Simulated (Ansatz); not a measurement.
# InCNClF (SMILES N#[C][In]([F])[Cl]) at CAM-B3LYP/def2-SVP (core potential)

What is the energy change on altering one bond length of InCNClF at CAM-B3LYP/def2-SVP (core potential)? 

The calculation is run with Ansatz 0.2.0.

127 further runs of the same task are left out: 7 that didn't finish, 120 set aside as unsound or not needed.

## (1) The molecule

InCNClF: 5 atoms, total charge 0, spin state singlet. SMILES: `N#[C][In]([F])[Cl]`. The coordinates come from a PBE0-D4/def2-TZVP relaxation.

Bond lengths: N1–C2 1.152 Å, C2–In3 2.082 Å, In3–F4 1.924 Å, In3–Cl5 2.280 Å. Angles: N1–C2–In3 178.9°, C2–In3–F4 118.2°, C2–In3–Cl5 125.8°, F4–In3–Cl5 115.9°.

## (2) The energy at CAM-B3LYP/def2-SVP (core potential)

File in.yaml:

```yaml
crystal:
  periodic: [false, false, false]
  atoms:
    - {symbol: "N", position_ang: [-1.392600, 1.451400, 1.648800]}
    - {symbol: C, position_ang: [-0.781900, 0.784400, 0.934900]}
    - {symbol: In, position_ang: [0.330400, -0.389600, -0.376400]}
    - {symbol: F, position_ang: [0.434400, -2.280900, -0.039700]}
    - {symbol: Cl, position_ang: [1.459700, 0.361000, -2.209100]}
basis:
  gaussian: {orbitals: def2-SVP}
hamiltonian: {xc: {name: CAM-B3LYP}}
accuracy: high
output: {orbitals: {seedname: orbitals}}
```

Command:

```console
ansatz run in.yaml --threads 1 --pin off --max-ram 3480MiB --events-out events.jsonl --progress --plain --runs-dir runs
```

Standard output:

```text
Warning: RAYON_NUM_THREADS=1 ignored (pool sized by the plan → 1); use --threads N
Functional definition: CAM-B3LYP
  name "CAM-B3LYP"
  parameter alpha = 0.19
  parameter beta = 0.46
  parameter omega = 0.33/bohr
  parameter ac = 0.81
  exchange = (1 - alpha - beta)*b88_x + beta*b88_x_sr(omega) + alpha*exact_x + beta*exact_x_lr(omega)
  correlation = (1 - ac)*vwn5_c + ac*lyp_c
1856 factors; integrals over basis functions are off by at most 7.9e-9 eV
401 factors; integrals over basis functions are off by at most 1.4e-9 eV
mean field evaluation 1: about -22925.0920 eV, gradient 5.3e1 eV
mean field evaluation 2: about -22915.7844 eV, gradient 9.2e1 eV
mean field evaluation 4: about -22931.0988 eV, gradient 2.5e0 eV
mean field evaluation 8: about -22931.2207 eV, gradient 4.4e-1 eV
mean field evaluation 16: about -22931.2211 eV, gradient 7.2e-5 eV
mean field -22931.22110563 eV, -842.7068322919 hartree, gradient 4.3e-8 eV, S^2 0.000000; 0 other end points of the search recorded, 0 dependent functions left out
reference -22931.22112465 eV, -842.7068329911 hartree; 30, 30 occupied and 56, 56 virtual orbitals, 1856 factors
Total energy: -22931.22112465 eV, -842.7068329911 hartree
```

It took 17 s on 1 thread of Arm Neoverse N1, shared host; peak memory 0.34 GiB.

## (3) The distorted shape at the same level

File run.yaml:

```yaml
crystal:
  periodic: [false, false, false]
  atoms:
    - {symbol: N, position_ang: [-1.575799, 1.651488, 1.862957]}
    - {symbol: C, position_ang: [-0.781900, 0.784400, 0.934900]}
    - {symbol: In, position_ang: [0.330400, -0.389600, -0.376400]}
    - {symbol: F, position_ang: [0.434400, -2.280900, -0.039700]}
    - {symbol: Cl, position_ang: [1.459700, 0.361000, -2.209100]}
basis:
  gaussian:
    orbitals: def2-SVP
output: {orbitals: {seedname: orbitals}}
hamiltonian:
  xc: {name: CAM-B3LYP}
accuracy: high
```

Command:

```console
ansatz run run.yaml --threads 1 --pin off --max-ram 3480MiB --events-out events.jsonl --progress --plain --runs-dir runs
```

Standard output, shortened:

```text
Warning: RAYON_NUM_THREADS=1 ignored (pool sized by the plan → 1); use --threads N
[... 8 set-up lines as earlier in the session ...]
1854 factors; integrals over basis functions are off by at most 9.3e-9 eV
414 factors; integrals over basis functions are off by at most 1.5e-9 eV
mean field evaluation 1: about -22921.3908 eV, gradient 5.3e1 eV
mean field evaluation 2: about -22895.9190 eV, gradient 1.2e2 eV
mean field evaluation 4: about -22927.1233 eV, gradient 8.4e0 eV
mean field evaluation 8: about -22927.3278 eV, gradient 7.4e-1 eV
mean field evaluation 16: about -22927.3293 eV, gradient 1.4e-3 eV
mean field -22927.32927623 eV, -842.5638101994 hartree, gradient 3.6e-8 eV, S^2 0.000000; 0 other end points of the search recorded, 0 dependent functions left out
reference -22927.32929543 eV, -842.5638109051 hartree; 30, 30 occupied and 56, 56 virtual orbitals, 1854 factors
Total energy: -22927.32929543 eV, -842.5638109051 hartree
```

It took 16 s on 1 thread of Arm Neoverse N1, shared host; peak memory 0.34 GiB.

## (4) Outcome

At CAM-B3LYP/def2-SVP (core potential):

| quantity | value |
| --- | --- |
| first shape: total energy | -842.70683 Eh |
| first shape: HOMO energy | -11.06 eV |
| first shape: LUMO energy | -1.57 eV |
| first shape: HOMO–LUMO gap | 9.48 eV |
| distorted shape: total energy | -842.56381 Eh |
| distorted shape: HOMO energy | -10.25 eV |
| distorted shape: LUMO energy | -2.30 eV |
| distorted shape: HOMO–LUMO gap | 7.95 eV |
| energy change with the N1–C2 bond stretched from 1.152 to 1.498 Å | 3.892 eV |

In words: With the N1–C2 bond stretched from 1.152 to 1.498 Å the energy rises by 3.89 eV (90 kcal/mol). The first shape isn't relaxed at this level, so the change isn't measured from a minimum.
